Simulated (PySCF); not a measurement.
# [TaO2(H2O)2]+: other functionals and bases at one geometry

An exercise on one series of results from a longer session: the logs are not shown, and one member is left open.

The runs use PySCF 2.14.0; several levels, as the steps say, no spin–orbit coupling.

3 further runs of the same task are left out: 2 for a known fault of the program, 1 that didn't finish.

### Starting geometry

9 atoms, charge 1, spin multiplicity 1.

Bond lengths: Ta1–O2 1.733 Å, Ta1–O3 1.733 Å, O4–H5 0.982 Å, O4–H6 0.982 Å, O7–H8 0.982 Å, O7–H9 0.982 Å. Angles: O2–Ta1–O3 103.5°, H5–O4–H6 103.6°, H8–O7–H9 103.6°.

Geometry (Å):

```xyz
9

Ta    0.20095    0.20095    0.00000
O     1.92181   -0.00256    0.00000
O    -0.00256    1.92181    0.00000
O    -2.21168   -0.11061    0.00000
H    -2.75899    0.15290    0.77143
H    -2.75899    0.15290   -0.77143
O    -0.11061   -2.21168    0.00000
H     0.15290   -2.75899    0.77143
H     0.15290   -2.75899   -0.77143
```

Formal oxidation states: Ta +5. An earlier session relaxed this geometry at BP86, Ta def2-SVP with ECP60, O def2-SVP, H def2-SVP (singlet, point group C2v). Its vibrations showed it to be a saddle point, relaxed within its symmetry.

At BP86 on the finer grid: E = -360.027601 Eh, HOMO -11.15 eV, LUMO -9.70 eV, Mulliken charge on Ta1 +1.00 e, largest force component 0.009 eV/Å. 

Levels to run: CAM-B3LYP; TPSS; revPBE; M06-L; BP86, TZVP; BP86, x2c-SVP. Hardware: 2 threads of Arm Neoverse V2, shared host.

Set-up of the first run:

File run.py (the lines that set the calculation):

```python
mol = gto.M(atom='''
Ta     0.20095     0.20095     0.00000
O      1.92181    -0.00256     0.00000
O     -0.00256     1.92181     0.00000
O     -2.21168    -0.11061     0.00000
H     -2.75899     0.15290     0.77143
H     -2.75899     0.15290    -0.77143
O     -0.11061    -2.21168     0.00000
H      0.15290    -2.75899     0.77143
H      0.15290    -2.75899    -0.77143''',
    basis={'Ta': 'def2-SVP', 'O': 'def2-SVP', 'H': 'def2-SVP'},
    ecp={'Ta': 'def2-SVP'},
    charge=1, spin=0)
mf = dft.RKS(mol, xc='CAMB3LYP')
mf.grids.atom_grid = (75, 302)
mf = mf.density_fit()  # fitting sets: Ta def2-universal-JKFIT, O def2-universal-JKFIT, H def2-universal-JKFIT
mf.conv_tol = 1e-08; mf.max_cycle = 55
mf.kernel(dm0)  # dm0: the density of the relaxed state
```

Started as:

```console
$ OMP_NUM_THREADS=2 python run.py
```

Steps of the session up to this table: CAM-B3LYP; TPSS; revPBE; M06-L; BP86, TZVP; BP86, x2c-SVP.

One table of the session follows, with a row left open; its other results are not shown here.

```
              level  HOMO (eV)  gap (eV)  charge on Ta1 (e)  dipole (D)  largest force component (eV/Å)
BP86 (relaxed here)     -11.15      1.45               1.00        9.57                            0.01
          CAM-B3LYP          ?         ?                  ?           ?                               ?
               TPSS     -11.11      1.65               1.09        9.70                            0.07
             revPBE     -10.99      1.45               1.01        9.51                            0.20
              M06-L     -11.32      2.39               1.31        9.74                            0.62
         BP86, TZVP     -11.16      1.48               1.43        9.62                            0.31
      BP86, x2c-SVP     -11.35      1.36               0.95        9.67                            0.73
```

Estimate the missing values for CAM-B3LYP.

The run gave: HOMO (eV): -13.98; gap (eV): 6.04; charge on Ta1 (e): 1.11; dipole (D): 10.19; largest force component (eV/Å): 1.24. In the column «HOMO (eV)» it is the lowest.

The dipole of a charged species depends on the origin, so these sizes hold for this origin alone.

In one basis the HOMO–LUMO gap runs from 1.45 eV (revPBE) to 6.04 eV (CAM-B3LYP). The largest leftover force, 1.24 eV/Å with CAM-B3LYP, stands at a geometry relaxed at another level. Total energies of different levels can't be compared.
